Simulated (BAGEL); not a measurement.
# C5H8O2 (acetylacetone (keto form)): a chain of runs

Wanted: a single-point energy (HF/def2-SVP), then the energy (NEVPT2(2,2)/def2-SVP) of C5H8O2 (acetylacetone (keto form)). 

The results are computed with BAGEL 1.2.2.

## (1) The molecule

C5H8O2 has 15 atoms, charge 0, and is taken as a singlet. As SMILES, `CC(=O)CC(C)=O`. The coordinates come from a PBE0-D4/def2-TZVP relaxation. This is one conformer, not always the lowest.

Bond lengths: C1–C2 1.498 Å, C2–O3 1.205 Å, C2–C4 1.523 Å, C4–C5 1.523 Å, C5–C6 1.498 Å, C5–O7 1.205 Å, C1–H8 1.088 Å, C1–H9 1.094 Å, C1–H10 1.094 Å, C4–H11 1.090 Å, C4–H12 1.090 Å, C6–H13 1.088 Å, C6–H14 1.094 Å, C6–H15 1.094 Å. Some angles: C1–C2–O3 123.4°, C1–C2–C4 115.8°, O3–C2–C4 120.7°, C2–C4–C5 107.1°, C4–C5–C6 115.8°, C4–C5–O7 120.7°, C6–C5–O7 123.4°, C2–C1–H8 110.5°, C2–C1–H9 109.3°, C2–C1–H10 109.8°.

## (2) A single-point energy at HF/def2-SVP (density fitting with svp-jkfit) (run 1)

job.json

```json
{ "bagel" : [

{
  "title" : "molecule",
  "basis" : "svp",
  "df_basis" : "svp-jkfit",
  "geometry" : [
    { "atom" : "C", "xyz" : [ -2.35612943,  2.65496694, -2.26284877 ] },
    { "atom" : "C", "xyz" : [ -0.08891161,  0.96700687, -2.10360155 ] },
    { "atom" : "O", "xyz" : [  1.96208374,  1.54618903, -2.90416512 ] },
    { "atom" : "C", "xyz" : [ -0.48626433, -1.54398561, -0.75343003 ] },
    { "atom" : "C", "xyz" : [  0.04803684, -1.09579927,  2.03932062 ] },
    { "atom" : "C", "xyz" : [  2.73687145, -1.44615449,  2.85320677 ] },
    { "atom" : "O", "xyz" : [ -1.60917738, -0.42351030,  3.44813035 ] },
    { "atom" : "H", "xyz" : [ -1.82214952,  4.51065910, -2.96998428 ] },
    { "atom" : "H", "xyz" : [ -3.75318506,  1.80313887, -3.52734389 ] },
    { "atom" : "H", "xyz" : [ -3.24853369,  2.80383956, -0.40458658 ] },
    { "atom" : "H", "xyz" : [ -2.43576249, -2.18163590, -0.94113652 ] },
    { "atom" : "H", "xyz" : [  0.83059132, -2.91552994, -1.54533866 ] },
    { "atom" : "H", "xyz" : [  2.99474348, -0.78777391,  4.78422341 ] },
    { "atom" : "H", "xyz" : [  3.99590148, -0.44136821,  1.55827194 ] },
    { "atom" : "H", "xyz" : [  3.23135608, -3.45032243,  2.72878720 ] }
  ]
},
{ "title" : "hf" },
{ "title" : "print", "file" : "orbitals.molden", "orbitals" : true }

]}
```

Started as:

```bash
BAGEL_NUM_THREADS=1 BAGEL job.json > job.out
```

Log:

```text
* using 1 threads per process

  ===============================================================
  ===============================================================

  *** Geometry ***

  { "atom" : "C", "xyz" : [     -2.356129,      2.654967,     -2.262849 ] },
  { "atom" : "C", "xyz" : [     -0.088912,      0.967007,     -2.103602 ] },
  { "atom" : "O", "xyz" : [      1.962084,      1.546189,     -2.904165 ] },
  { "atom" : "C", "xyz" : [     -0.486264,     -1.543986,     -0.753430 ] },
  { "atom" : "C", "xyz" : [      0.048037,     -1.095799,      2.039321 ] },
  { "atom" : "C", "xyz" : [      2.736871,     -1.446154,      2.853207 ] },
  { "atom" : "O", "xyz" : [     -1.609177,     -0.423510,      3.448130 ] },
  { "atom" : "H", "xyz" : [     -1.822150,      4.510659,     -2.969984 ] },
  { "atom" : "H", "xyz" : [     -3.753185,      1.803139,     -3.527344 ] },
  { "atom" : "H", "xyz" : [     -3.248534,      2.803840,     -0.404587 ] },
  { "atom" : "H", "xyz" : [     -2.435762,     -2.181636,     -0.941137 ] },
  { "atom" : "H", "xyz" : [      0.830591,     -2.915530,     -1.545339 ] },
  { "atom" : "H", "xyz" : [      2.994743,     -0.787774,      4.784223 ] },
  { "atom" : "H", "xyz" : [      3.995901,     -0.441368,      1.558272 ] },
  { "atom" : "H", "xyz" : [      3.231356,     -3.450322,      2.728787 ] },

  Number of auxiliary basis functions:      673

  Since a DF basis is specified, we compute 2- and 3-index integrals:
    o Being stored without compression. Storage requirement is 0.103 GB

  Number of basis functions:      138
  Number of electrons      :       54

    * METHOD: MOLECULE                             0.66

  *** RHF ***

  === Nuclear Repulsion ===
   298.1060356558

      * DIIS with orbital gradients will be used.

  === RHF iteration (svp) ===
      0       -343.10839077          0.01422062           0.29
      1       -343.33203215          0.01019476           0.29
      2       -343.45910658          0.00200026           0.28
      3       -343.46583395          0.00068688           0.28
      4       -343.46683726          0.00016975           0.28
      5       -343.46698806          0.00005892           0.28
      6       -343.46700491          0.00001538           0.28
      7       -343.46700576          0.00000474           0.29
      8       -343.46700585          0.00000169           0.28
      9       -343.46700586          0.00000092           0.28
     10       -343.46700587          0.00000058           0.28
     11       -343.46700587          0.00000024           0.28
     12       -343.46700587          0.00000009           0.28
     13       -343.46700587          0.00000003           0.28
     14       -343.46700587          0.00000002           0.28
     15       -343.46700587          0.00000000           0.28
    * SCF iteration converged.

    * Permanent dipole moment:
           (    0.191637,     0.609235,     0.295691) a.u.

    * METHOD: HF                                   5.08

    * METHOD: PRINT                                0.03

  ===============================================================
```

Wall time 6 s (1 thread of Arm Neoverse V2, shared host); peak memory 0.29 GiB.

## (3) A single-point energy at NEVPT2(2,2)/def2-SVP (density fitting with svp-jkfit) (run 2)

nevpt2.json

```json
{ "bagel" : [

{
  "title" : "molecule",
  "basis" : "svp",
  "df_basis" : "svp-jkfit",
  "angstrom" : false,
  "geometry" : [
    { "atom" : "C", "xyz" : [ -2.35612943,  2.65496694, -2.26284877 ] },
    { "atom" : "C", "xyz" : [ -0.08891161,  0.96700687, -2.10360155 ] },
    { "atom" : "O", "xyz" : [  1.96208374,  1.54618903, -2.90416512 ] },
    { "atom" : "C", "xyz" : [ -0.48626433, -1.54398561, -0.75343003 ] },
    { "atom" : "C", "xyz" : [  0.04803684, -1.09579927,  2.03932062 ] },
    { "atom" : "C", "xyz" : [  2.73687145, -1.44615449,  2.85320677 ] },
    { "atom" : "O", "xyz" : [ -1.60917738, -0.42351030,  3.44813035 ] },
    { "atom" : "H", "xyz" : [ -1.82214952,  4.51065910, -2.96998428 ] },
    { "atom" : "H", "xyz" : [ -3.75318506,  1.80313887, -3.52734389 ] },
    { "atom" : "H", "xyz" : [ -3.24853369,  2.80383956, -0.40458658 ] },
    { "atom" : "H", "xyz" : [ -2.43576249, -2.18163590, -0.94113652 ] },
    { "atom" : "H", "xyz" : [  0.83059132, -2.91552994, -1.54533866 ] },
    { "atom" : "H", "xyz" : [  2.99474348, -0.78777391,  4.78422341 ] },
    { "atom" : "H", "xyz" : [  3.99590148, -0.44136821,  1.55827194 ] },
    { "atom" : "H", "xyz" : [  3.23135608, -3.45032243,  2.72878720 ] }
  ]
},
{ "title" : "hf" },
{ "title" : "nevpt2", "nstate" : 1, "nact" : 2, "nclosed" : 26, "active" : [19, 31], "maxiter" : 200, "natocc" : true, "ncore" : 7 },
{ "title" : "print", "file" : "orbitals.molden", "orbitals" : true }

]}
```

Started as:

```bash
BAGEL_NUM_THREADS=1 BAGEL nevpt2.json > nevpt2.out
```

Log:

```text
* using 1 threads per process

  ===============================================================
  ===============================================================

  *** Geometry ***

  { "atom" : "C", "xyz" : [     -2.356129,      2.654967,     -2.262849 ] },
  { "atom" : "C", "xyz" : [     -0.088912,      0.967007,     -2.103602 ] },
  { "atom" : "O", "xyz" : [      1.962084,      1.546189,     -2.904165 ] },
  { "atom" : "C", "xyz" : [     -0.486264,     -1.543986,     -0.753430 ] },
  { "atom" : "C", "xyz" : [      0.048037,     -1.095799,      2.039321 ] },
  { "atom" : "C", "xyz" : [      2.736871,     -1.446154,      2.853207 ] },
  { "atom" : "O", "xyz" : [     -1.609177,     -0.423510,      3.448130 ] },
  { "atom" : "H", "xyz" : [     -1.822150,      4.510659,     -2.969984 ] },
  { "atom" : "H", "xyz" : [     -3.753185,      1.803139,     -3.527344 ] },
  { "atom" : "H", "xyz" : [     -3.248534,      2.803840,     -0.404587 ] },
  { "atom" : "H", "xyz" : [     -2.435762,     -2.181636,     -0.941137 ] },
  { "atom" : "H", "xyz" : [      0.830591,     -2.915530,     -1.545339 ] },
  { "atom" : "H", "xyz" : [      2.994743,     -0.787774,      4.784223 ] },
  { "atom" : "H", "xyz" : [      3.995901,     -0.441368,      1.558272 ] },
  { "atom" : "H", "xyz" : [      3.231356,     -3.450322,      2.728787 ] },

  Number of auxiliary basis functions:      673

  Since a DF basis is specified, we compute 2- and 3-index integrals:
    o Being stored without compression. Storage requirement is 0.103 GB

  Number of basis functions:      138
  Number of electrons      :       54

    * METHOD: MOLECULE                             0.64

  *** RHF ***

  === Nuclear Repulsion ===
   298.1060356558

      * DIIS with orbital gradients will be used.

  === RHF iteration (svp) ===
      0       -343.10839077          0.01422062           0.28
      1       -343.33203215          0.01019476           0.29
      2       -343.45910658          0.00200026           0.28
      3       -343.46583395          0.00068688           0.28
      4       -343.46683726          0.00016975           0.28
      5       -343.46698806          0.00005892           0.28
      6       -343.46700491          0.00001538           0.29
      7       -343.46700576          0.00000474           0.28
      8       -343.46700585          0.00000169           0.28
      9       -343.46700586          0.00000092           0.28
     10       -343.46700587          0.00000058           0.28
     11       -343.46700587          0.00000024           0.29
     12       -343.46700587          0.00000009           0.28
     13       -343.46700587          0.00000003           0.28
     14       -343.46700587          0.00000002           0.28
     15       -343.46700587          0.00000000           0.28
    * SCF iteration converged.

    * Permanent dipole moment:
           (    0.191637,     0.609235,     0.295691) a.u.

    * METHOD: HF                                   5.06

    * freezing 7 orbitals
  ---------------------------
      CASSCF calculation
  ---------------------------

    ==== Active orbitals : =====
         Orbital 19
         Orbital 31
    ============================

    * nstate   :      1
    * nclosed  :     26
    * nact     :      2
    * nvirt    :    110
  === CASSCF iteration (svp) ===

    * Using the second-order algorithm

      0  0      -343.46702587     4.01e-06      0.07

      1  0      -343.46715968     2.16e-05      0.96

      2  0      -343.46952702     1.42e-04      1.04

      3  0      -343.47012185     4.43e-05      1.64

      4  0      -343.47013194     2.57e-06      1.65

      5  0      -343.47013204     3.33e-07      1.69

      6  0      -343.47013204     3.62e-08      1.67

      7  0      -343.47013204     3.97e-09      1.69

    * Second-order optimization converged. *

     guess   0:   closed 1.                   open ..

  === FCI iteration ===

      0  0      -343.46699853     4.13e-02      0.00
      1  0      -343.47013204     2.02e-08      0.00
      2  0 *    -343.47013204     6.83e-16      0.00

     * ci vector, state   0, <S^2> = 0.0000
       2.     0.9992815602

  === DF-NEVPT2 calculation ===

    * 3-index integral transformation done
    * assembly done

      NEVPT2 correlation energy:   -1.0363143251      0.97

          (+0)     -0.9459964839
          (+0)'    -0.0213758613
          (+1)     -0.0114737442
          (+1)'    -0.0000000000
          (+2)     -0.0017783287
          (-1)     -0.0483613064
          (-1)'     0.0000000000
          (-2)     -0.0073286006

      NEVPT2 total energy:       -344.5064463659

    * METHOD: NEVPT2                              12.58

    * METHOD: PRINT                                0.03

  ===============================================================
```

Wall time 19 s (1 thread of Arm Neoverse V2, shared host); peak memory 0.29 GiB.

## (4) What came out

```
                                 quantity          value
         run 1, HF/def2-SVP: total energy  -343.46701 Eh
        run 1, HF/def2-SVP: dipole moment         1.79 D
          run 1, HF/def2-SVP: HOMO energy      -11.33 eV
          run 1, HF/def2-SVP: LUMO energy        3.08 eV
        run 1, HF/def2-SVP: HOMO–LUMO gap       14.41 eV
run 2, NEVPT2(2,2)/def2-SVP: total energy  -344.50645 Eh
```
